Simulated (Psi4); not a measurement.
# CAM-B3LYP/6-31G(d) (spherical functions) run of SiPH5O2 (SMILES O[SiH2]OP)

What is the vertical ionisation energy of SiPH5O2 at CAM-B3LYP/6-31G* (spherical functions)? The job is set up through a Python script.

The calculation is run with Psi4 1.11.

### Step 1. Starting point

The species is SiPH5O2 (9 atoms), meant as a singlet with charge 0. As SMILES, `O[SiH2]OP`. The shape is that of a PBE0-D4/def2-TZVP optimisation. This is one conformer, not always the lowest.

Bond lengths: O1–Si2 1.637 Å, Si2–O3 1.648 Å, O3–P4 1.646 Å, O1–H5 0.958 Å, Si2–H6 1.486 Å, Si2–H7 1.473 Å, P4–H8 1.424 Å, P4–H9 1.424 Å. Some angles: O1–Si2–O3 112.6°, Si2–O3–P4 125.8°, O1–Si2–H6 109.8°, O1–Si2–H7 106.9°, O3–Si2–H6 108.4°, O3–Si2–H7 105.8°, Si2–O1–H5 118.2°, O3–P4–H8 98.7°, O3–P4–H9 98.7°, H6–Si2–H7 113.3°.

### Step 2. A single-point energy at CAM-B3LYP/6-31G(d) (spherical functions)

h5o2psi.xyz

```xyz
9
H5O2PSi
O     -0.307900     1.144300    -1.642900
Si     0.817700     0.562000    -0.606400
O      0.302400    -0.778100     0.201800
P     -0.942200    -0.834900     1.277600
H     -0.998700     1.706900    -1.290600
H      1.170600     1.605300     0.391300
H      1.964500     0.123500    -1.421100
H     -0.305900    -1.590900     2.302600
H     -1.612000    -1.984300     0.770600
```

h5o2psi.py

```python
import psi4

psi4.set_memory('2200 MB')
psi4.set_num_threads(1)
psi4.set_output_file('output.dat', False)

with open('h5o2psi.xyz') as f:
    atoms = ''.join(f.readlines()[2:])
molecule = psi4.geometry('0 1\n' + atoms + 'symmetry c1')

options = {'reference': 'rks', 'puream': True, 'e_convergence': 1e-09, 'd_convergence': 1e-08, 'scf_type': 'pk', 'dft_radial_points': 99, 'dft_spherical_points': 590}
psi4.set_options(options)

energy_value = psi4.energy("cam-b3lyp/6-31G*", molecule=molecule)
print('E =', round(energy_value, 9))
```

On the command line:

```console
$ python h5o2psi.py
```

output.dat:

```text
[...]
  Running in c1 symmetry.
[...]
  Nuclear repulsion =  233.152845558399036
[...]
  Multiplicity = 1
[...]
  Nalpha       = 25
  Nbeta        = 25
[...]
    Number of basis functions: 74
[...]
   @RKS iter   1:  -784.05074624197164   -3.92462e-01   1.04709e-02 DIIS/ADIIS
[...]
   @RKS iter  12:  -784.28346331288606   -4.54747e-13   1.79588e-09 DIIS
[...]
    Orbital Energies [Eh]
    ---------------------
    Doubly Occupied:
       1A    -77.179332     2A    -66.234194     3A    -19.223203
       4A    -19.220664     5A     -6.661103     6A     -5.389069
       7A     -4.825609     8A     -4.822158     9A     -4.817817
      10A     -3.749160    11A     -3.747866    12A     -3.746360
      13A     -1.101604    14A     -1.081505    15A     -0.728677
      16A     -0.635429    17A     -0.555774    18A     -0.515649
      19A     -0.498542    20A     -0.473657    21A     -0.437919
      22A     -0.409930    23A     -0.388248    24A     -0.370306
      25A     -0.312996
[...]
  @RKS Final Energy:  -784.28346331288606
   => Energetics <=
    Nuclear Repulsion Energy =            233.1528455583990365
    One-Electron Energy =               -1547.7510595610888231
    Two-Electron Energy =                 577.9868862880431379
    DFT Exchange-Correlation Energy =     -47.6721355982394641
    Empirical Dispersion Energy =           0.0000000000000000
    VV10 Nonlocal Energy =                  0.0000000000000000
    Total Energy =                       -784.2834633128860560
[...]
 Multipole Moments:
 ------------------------------------------------------------------------------------
     Multipole            Electronic (a.u.)      Nuclear  (a.u.)        Total (a.u.)
 ------------------------------------------------------------------------------------
 L = 1.  Multiply by 2.5417464519 to convert [e a0] to [Debye]
 Dipole X            :         -1.6928583            1.3339041           -0.3589542
 Dipole Y            :         -0.5672002            0.8263463            0.2591461
 Dipole Z            :          0.9633082           -0.5023799            0.4609283
 Magnitude           :                                                    0.6391085
[...]
```

On the terminal:

```text
E = -784.283463313
```

Run time: 24 s. Hardware: 1 thread of Intel Xeon Platinum 8259CL at 2.50GHz (Skylake/Cascade Lake), shared host; peak memory 1.2 GiB.

### Step 3. The doublet cation: energy and gradient at UCAM-B3LYP/6-31G(d) (spherical functions)

h5o2psi.xyz is that of step 2.

job.py

```python
import psi4

psi4.set_memory(2200000000)
psi4.set_num_threads(1)
psi4.core.set_output_file('h5o2psi.out', False)

with open('h5o2psi.xyz') as f:
    atoms = ''.join(f.readlines()[2:])
mol = psi4.geometry('1 2\n' + atoms + 'symmetry c1')

psi4.set_options({
    'basis': '6-31G*',
    'reference': 'uks',
    'puream': True,
    'e_convergence': 1e-09,
    'd_convergence': 1e-08,
    'scf_type': 'pk',
    'dft_radial_points': 99,
    'dft_spherical_points': 590,
    'maxiter': 100,
})

e, wfn = psi4.gradient("cam-b3lyp", return_wfn=True)
psi4.oeprop(wfn, "MULLIKEN_CHARGES", "MAYER_INDICES", "WIBERG_LOWDIN_INDICES")
print('gradient / Eh bohr^-1')
print(e.np.round(6))
print(f'energy = {wfn.energy():.10f} Eh')
```

On the command line:

```console
$ python job.py
```

h5o2psi.out:

```text
[...]
  Running in c1 symmetry.
[...]
  Nuclear repulsion =  233.152845558399036
[...]
  Multiplicity = 2
[...]
  Nalpha       = 25
  Nbeta        = 24
[...]
    Number of basis functions: 74
[...]
   @UKS iter   1:  -783.69061466670098   -3.23305e-02   1.02204e-02 DIIS/ADIIS
[...]
   @UKS iter  18:  -783.92825282730610   -8.75389e-12   7.29934e-09 DIIS
[...]
   @S^2 Observed:                7.549623522E-01
[...]
  @UKS Final Energy:  -783.92825282730610
   => Energetics <=
    Nuclear Repulsion Energy =            233.1528455583990365
    One-Electron Energy =               -1536.1040199738440606
    Two-Electron Energy =                 566.4854242234007415
    DFT Exchange-Correlation Energy =     -47.4625026352618917
    Empirical Dispersion Energy =           0.0000000000000000
    VV10 Nonlocal Energy =                  0.0000000000000000
    Total Energy =                       -783.9282528273060962
[...]
 Multipole Moments:
 ------------------------------------------------------------------------------------
     Multipole            Electronic (a.u.)      Nuclear  (a.u.)        Total (a.u.)
 ------------------------------------------------------------------------------------
 L = 1.  Multiply by 2.5417464519 to convert [e a0] to [Debye]
 Dipole X            :         -2.6475479            1.3339041           -1.3136438
 Dipole Y            :         -1.5234718            0.8263463           -0.6971255
 Dipole Z            :          2.6055019           -0.5023799            2.1031220
 Magnitude           :                                                    2.5758039
[...]
  -Total Gradient:
     Atom            X                  Y                   Z
    ------   -----------------  -----------------  -----------------
       1       -0.002864314085     0.013681170958    -0.008409015075
       2       -0.036022526381    -0.053527245818     0.048363595492
       3        0.051551624630     0.012615195289    -0.050268187999
       4       -0.045830359021     0.059611892694     0.023310215281
       5        0.007336213597    -0.009491095860     0.002045569062
       6        0.003405531914     0.006934128233    -0.003741581107
       7        0.003117804960     0.004208428538    -0.004832163980
       8        0.003079853785    -0.018743798749    -0.010787017081
       9        0.016233536228    -0.015275801168     0.004289148053
[...]
  Mulliken Charges: (a.u.)
   Center  Symbol    Alpha    Beta     Spin     Total
       1     O     4.33577  4.33504  0.00073 -0.67081
       2    SI     6.59677  6.60923 -0.01245  0.79400
       3     O     4.39130  4.11633  0.27497 -0.50763
       4     P     7.44093  6.85258  0.58836  0.70649
       5     H     0.27420  0.27398  0.00022  0.45182
       6     H     0.53363  0.51507  0.01856 -0.04870
       7     H     0.51022  0.49907  0.01114 -0.00929
       8     H     0.45714  0.40336  0.05379  0.13950
       9     H     0.46003  0.39535  0.06469  0.14462
   Total alpha = 25.00000, Total beta = 24.00000, Total charge =  1.00000
[...]
```

The script printed:

```text
gradient / Eh bohr^-1
[[-0.002864  0.013681 -0.008409]
 [-0.036023 -0.053527  0.048364]
 [ 0.051552  0.012615 -0.050268]
 [-0.04583   0.059612  0.02331 ]
 [ 0.007336 -0.009491  0.002046]
 [ 0.003406  0.006934 -0.003742]
 [ 0.003118  0.004208 -0.004832]
 [ 0.00308  -0.018744 -0.010787]
 [ 0.016234 -0.015276  0.004289]]
energy = -783.9282528273 Eh
```

It took 67 s on 1 thread of Intel Xeon Platinum 8259CL at 2.50GHz (Skylake/Cascade Lake), shared host; peak memory 1.2 GiB.

### Step 4. Results

Level: CAM-B3LYP/6-31G* (spherical functions).

```
                                          quantity          value
                     singlet SiPH5O2: total energy  -784.28346 Eh
                    singlet SiPH5O2: dipole moment         1.62 D
                      singlet SiPH5O2: HOMO energy       -8.52 eV
                      singlet SiPH5O2: LUMO energy        1.19 eV
                    singlet SiPH5O2: HOMO–LUMO gap        9.71 eV
                      doublet cation: total energy  -783.92825 Eh
doublet cation: HOMO energy (highest over α and β)      -15.03 eV
 doublet cation: LUMO energy (lowest over α and β)      -10.79 eV
                              doublet cation: ⟨S²⟩          0.755
          doublet cation: largest force on an atom     4.146 eV/Å
vertical ionisation energy (to the doublet cation)       9.666 eV
```

The vertical ionisation energy comes to 9.67 eV (933 kJ/mol). −ε(HOMO) before ionisation, 8.52 eV, is 1.15 eV below this ionisation energy. Mulliken charges (doublet cation) run from -0.67 on O1 to +0.79 on Si2.
